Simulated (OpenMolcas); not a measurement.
**Co²⁺ in CaF2: CASSCF and CASPT2 levels and susceptibility**

Which state of Co²⁺ lies lowest among these ligands, how large is the field, and what χT follows?

Program: OpenMolcas 26.06. Level of theory: state-averaged CASSCF and CASPT2, spin-orbit coupling by RASSI with atomic mean-field integrals. These are calculated values, not measurements, unless marked.

## 1. What is computed

- Species: Co²⁺ (cobalt, Z = 27, 25 electrons)
- Basis: ANO-RCC-VTZP [6s5p3d2f1g], 171 functions with the ligands
- Scalar Hamiltonian: DKH2, point nucleus
- Inactive shells: 1s 2s 2p 3s 3p of the metal, and all ligand shells
- Active space: 7 electrons in 5 orbitals (3d)
- Some configurations of this space: 3d⁷
- Orbitals: optimised for each spin and parity, averaged over all roots

The outer shells:

3d7
```
3d [↑↓][↑↓][↑ ][↑ ][↑ ]
```

Co²⁺ is taken with its 8 nearest fluoride ions at 2.366 Å, on the cation site of CaF2 (a = 5.46294 Å). The rest of the host is ab initio model potentials to 7.6 Å and point charges beyond; the distance is set by hand, nothing relaxes, and no local charge compensation is placed. Ligand basis ANO-RCC-VDZP.

```xyz
21

Co    0.0000    0.0000    0.0000
F     1.3660    1.3660    1.3660
F     1.3660    1.3660   -1.3660
F     1.3660   -1.3660    1.3660
F     1.3660   -1.3660   -1.3660
F    -1.3660    1.3660    1.3660
F    -1.3660    1.3660   -1.3660
F    -1.3660   -1.3660    1.3660
F    -1.3660   -1.3660   -1.3660
Ca    0.0000    2.7315   -2.7315
Ca    0.0000   -2.7315    2.7315
Ca    0.0000    2.7315    2.7315
Ca    0.0000   -2.7315   -2.7315
Ca    2.7315   -2.7315    0.0000
Ca   -2.7315    2.7315    0.0000
Ca    2.7315    0.0000   -2.7315
Ca   -2.7315    0.0000    2.7315
Ca    2.7315    0.0000    2.7315
Ca   -2.7315    0.0000   -2.7315
Ca    2.7315    2.7315    0.0000
Ca   -2.7315   -2.7315    0.0000
```

Each step is its own input file, run in one work folder so that later steps find the files of earlier ones. Labels, J, g values, rates, χT and fits are worked out afterwards by a script from the matrices that RASSI stores.

## 2. Basis and integrals

Contents of a.inp:

```
&GATEWAY
Basis set
Co.ANO-RCC-VTZP.
Co1 0.0 0.0 0.0 Angstrom
End of basis
Basis set
F.ANO-RCC-VDZP.
L1 1.366011 1.366011 1.366011 Angstrom
L2 1.366011 1.366011 -1.366011 Angstrom
L3 1.366011 -1.366011 1.366011 Angstrom
L4 1.366011 -1.366011 -1.366011 Angstrom
End of basis
Basis set
Ca.EMB-AIMP.Pascual.0s.0s.ECP.CaF2.
PseudoCharge
* 21 symmetry-unique lattice sites within 7.6 angstrom
End of basis
Basis set
F.EMB-AIMP.Pascual.0s.0s.ECP.CaF2.
PseudoCharge
* 40 symmetry-unique lattice sites within 7.6 angstrom
End of basis
Symmetry
XYZ
AngMom=0.0 0.0 0.0
AMFI
RICD
XField
1348 Angstrom 0
* Evjen-weighted lattice charges
&SEWARD
```

The run is started by

```sh
OMP_NUM_THREADS=1 MOLCAS_MEM=2457 MOLCAS_PROJECT=a pymolcas a.inp > a.log
```

## 3. Reference wave functions, quartets, 10 roots

Contents of a.inp:

```
&RASSCF
FileOrb=start.orb
Symmetry=1
Spin=4
nActEl=7 0 0
Inactive=23 26
Ras2=5 0
CIRoot=10 10 1
SDav=10
CIMx=300
Iter=150 100
PrWF=0.3
OrbListing=Nothing
MaxOrb=0
LevShft=1.0
>>> COPY $Project.JobIph JOB001
```

start.orb holds start orbitals that the driver prepared beforehand, or those of the step before.

## 4. CASSCF: doublets, 40 roots

Contents of a.inp:

```
&RASSCF
FileOrb=start.orb
Symmetry=1
Spin=2
nActEl=7 0 0
Inactive=23 26
Ras2=5 0
CIRoot=40 40 1
SDav=40
CIMx=300
Iter=150 100
PrWF=0.3
OrbListing=Nothing
MaxOrb=0
LevShft=1.0
>>> COPY $Project.JobIph JOB002
```

## 5. State interaction with spin-orbit coupling

Contents of a.inp:

```
&RASSI
NrOfJobIphs=2 10 40
1 2 3 4 5 6 7 8 9 10
1 2 3 4 5 6 7 8 9 10 11 12 13 14 15 16 17 18 19 20 21 22 23 24 25 26 27
28 29 30 31 32 33 34 35 36 37 38 39 40
IphNames
JOB001
JOB002
EJob
SpinOrbit
DIPRint=1.0
SOCoupling=1000.0
Subsets=2
Property=9
'ANGMOM' 1 'ANGMOM' 2 'ANGMOM' 3 'MLTPL  1' 1 'MLTPL  1' 2 'MLTPL  1' 3
'AMFI' 1 'AMFI' 2 'AMFI' 3
SOProperty=3
'ANGMOM' 1 'ANGMOM' 2 'ANGMOM' 3
```

## 6. CASPT2: IPEA 0.25, imaginary shift 0.1 (closed shells correlated: 3s 3p of the metal, with ligand shells; the Frozen line counts the rest)

Contents of a.inp:

```
>>> COPY JOB001 $Project.JobIph
&CASPT2
Multistate=10 1 2 3 4 5 6 7 8 9 10
NoMult
Frozen=6 7
IPEA=0.25
Imaginary=0.1
MaxIter=60
WThr=0.0 0.3 0.05
PrWF=0.5
NoMix
>>> COPY JOB002 $Project.JobIph
&CASPT2
Multistate=40 1 2 3 4 5 6 7 8 9 10 11 12 13 14 15 16 17 18 19 20 21 22
23 24 25 26 27 28 29 30 31 32 33 34 35 36 37 38 39 40
NoMult
Frozen=6 7
IPEA=0.25
Imaginary=0.1
MaxIter=60
WThr=0.0 0.3 0.05
PrWF=0.5
NoMix
```

(Steps that only read results are left out.)

Q: Predict the outcome of this session. Wanted: spin-free ground state; first state of the same spin within the active space; lowest level; next level.

The runs gave:

| quantity | value |
| --- | --- |
| method | SS-CASPT2, IPEA 0.25, imaginary shift 0.1 (closed shells correlated: 3s 3p of the metal, with ligand shells; the Frozen line counts the rest) |
| spin-free ground state | 4A2, 1-fold in its orbital part |
| first state of the same spin within the active space | 4T2 at 2020 cm⁻¹ |
| lowest level | 4-fold Γ8 |
| next level | 1940.1 cm⁻¹ |
| χT at 300 K | 3.31 cm³ K/mol |
| effective moment at 300 K | 5.15 μB |

Cost by method:

```csv
method,time of its own steps,time with the reference
A. CASSCF,35 s,35 s
"B. SS-CASPT2, IPEA 0.25, imaginary shift 0.1, +3s 3p",6.2 min,6.8 min
```

Times are of one thread on a shared host.

What this shows: The spin-free ground state (4A2) comes to 100 % from free-ion F terms and keeps the highest spin of the shell. χT at 300 K is 3.31, against 1.88 cm³ K/mol for the spin alone, so orbital moment adds to it. CASPT2 does not keep the components of a term degenerate, and the means are used. With metal d orbitals alone active, the gaps between spin states are rough; where two lie within a few thousand cm-1, their order is open. With one d shell, CASPT2 may overshoot the field of a late 3d ion.
